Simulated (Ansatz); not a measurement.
Which YAML input does this script hand to the engine? (Ansatz 0.2.0, Python API)

The script, `deck_c2h4aln.py`:
```python
import ansatz as az
import numpy as np


def main() -> None:
    deck = {
        "crystal": {
            "periodic": [False, False, False],
            "atoms": [
                {"symbol": "N", "position_ang": [0.4123, 2.2342, -0.5286]},
                {"symbol": "C", "position_ang": [0.5338, 1.1252, -0.0346]},
                {"symbol": "C", "position_ang": [0.6825, -0.0514, 0.472]},
                {"symbol": "Al", "position_ang": [-0.5044, -1.4755, 0.1244]},
                {"symbol": "H", "position_ang": [-0.4639, 2.455, -1.1637]},
                {"symbol": "H", "position_ang": [1.5744, -0.2284, 1.1125]},
                {"symbol": "H", "position_ang": [-1.8199, -1.1989, -0.7958]},
                {"symbol": "H", "position_ang": [-0.3226, -2.9174, 0.7581]},
            ],
        },
        "basis": {"gaussian": {"orbitals": "def2-SVP"}},
        "hamiltonian": {"xc": "pbe"},
        "output": {"forces": True},
    }
    session = az.Session.from_dict(deck)
    summary = session.plan(threads=1).execute().report

    print(f"E = {summary['free_energy_ev']:.6f} eV = {summary['free_energy_ev'] / 27.211386246:.7f} Ha")
    print("converged:", summary["converged"], " doubts:", summary["published_state_doubts"] or "none")
    symbols = ["N", "C", "C", "Al", "H", "H", "H", "H"]

    forces = np.array(summary["forces_ev_ang"])
    print("largest force", round(float(np.linalg.norm(forces, axis=1).max()), 4), "eV/A, rms", round(float(np.sqrt((forces ** 2).mean())), 4))
    charges = summary["charge_distribution"]
    print("dipole moment", round(4.803205 * float(np.linalg.norm(charges["dipole_moment_e_ang"])), 3), "D")
    print("Mulliken:", [(s, round(q, 3)) for s, q in zip(symbols, charges["mulliken_charges_e"])])


if __name__ == "__main__":
    main()
```

```console
$ python deck_c2h4aln.py
E = -10210.727414 eV = -375.2373114 Ha
converged: True  doubts: none
largest force 3.3417 eV/A, rms 1.1696
dipole moment 1.068 D
Mulliken: [('N', -0.059), ('C', 0.163), ('C', -0.578), ('Al', 0.453), ('H', 0.205), ('H', 0.108), ('H', -0.155), ('H', -0.138)]
```

`input.yaml`:
```yaml
crystal:
  periodic: [false, false, false]
  atoms:
    - { symbol: "N", position_ang: [0.4123, 2.2342, -0.5286] }
    - { symbol: C, position_ang: [0.5338, 1.1252, -0.0346] }
    - { symbol: C, position_ang: [0.6825, -0.0514, 0.472] }
    - { symbol: Al, position_ang: [-0.5044, -1.4755, 0.1244] }
    - { symbol: H, position_ang: [-0.4639, 2.455, -1.1637] }
    - { symbol: H, position_ang: [1.5744, -0.2284, 1.1125] }
    - { symbol: H, position_ang: [-1.8199, -1.1989, -0.7958] }
    - { symbol: H, position_ang: [-0.3226, -2.9174, 0.7581] }
basis:
  gaussian: { orbitals: def2-SVP }
hamiltonian:
  xc: pbe
output:
  forces: true
```

Launched from the shell:
```console
$ ansatz run input.yaml --threads 1 --pin off --max-ram 4096MiB --backend cpu --events-out ev --progress --plain --runs-dir out
Engine: ansatz 0.2.0, aarch64-unknown-linux-gnu
Functional definition: PBE
  parameter kappa = 0.804
  parameter beta = 0.06672455060314922
  exchange = pbe_x(kappa = kappa, mu = beta*pi^2/3)
  correlation = pbe_c(beta = beta)
913 factors; their error is unknown
mean field evaluation 1: about -10201.2526 eV, gradient 6.1e1 eV
mean field evaluation 2: about -10171.0383 eV, gradient 1.0e2 eV
mean field evaluation 4: about -10209.7561 eV, gradient 1.9e1 eV
mean field evaluation 8: about -10210.7704 eV, gradient 9.8e-2 eV
mean field evaluation 16: about -10210.7274 eV, gradient 3.2e-5 eV
mean field -10210.72737571 eV, -375.2373099776 hartree, gradient 3.2e-5 eV, S^2 0.000000; 0 other end points of the search recorded, 0 dependent functions left out
the calculation of the forces begins
reference -10210.72741351 eV, -375.2373113668 hartree; 18, 18 occupied and 62, 62 virtual orbitals, 913 factors
Total energy: -10210.72741351 eV, -375.2373113668 hartree
Atom 0 at     0.412300     2.234200    -0.528600 Å, force    -2.615432     0.733182    -1.946443 eV/Å
Atom 1 at     0.533800     1.125200    -0.034600 Å, force    -0.351515     1.859397    -0.975374 eV/Å
Atom 2 at     0.682500    -0.051400     0.472000 Å, force     1.230697    -2.044688     1.483923 eV/Å
Atom 3 at    -0.504400    -1.475500     0.124400 Å, force    -0.837606    -0.251821    -0.344934 eV/Å
Atom 4 at    -0.463900     2.455000    -1.163700 Å, force     2.349404    -0.123905     1.606171 eV/Å
Atom 5 at     1.574400    -0.228400     1.112500 Å, force    -0.248929    -0.107039    -0.058735 eV/Å
Atom 6 at    -1.819900    -1.198900    -0.795800 Å, force     0.288726     0.041969     0.119830 eV/Å
Atom 7 at    -0.322600    -2.917400     0.758100 Å, force     0.184655    -0.107095     0.115562 eV/Å
Dipole moment:    -0.032833     0.191399    -0.108301 e Å
```

Total energies depend on the basis set; only differences at equal settings carry meaning. The geometry is a force-field or estimated start, not a minimum of this method, and the basis set is short of its limit. Hardware and time: 2.2 s on 1 thread of Arm Neoverse V1, with other jobs on the host, peak memory 0.16 GiB.
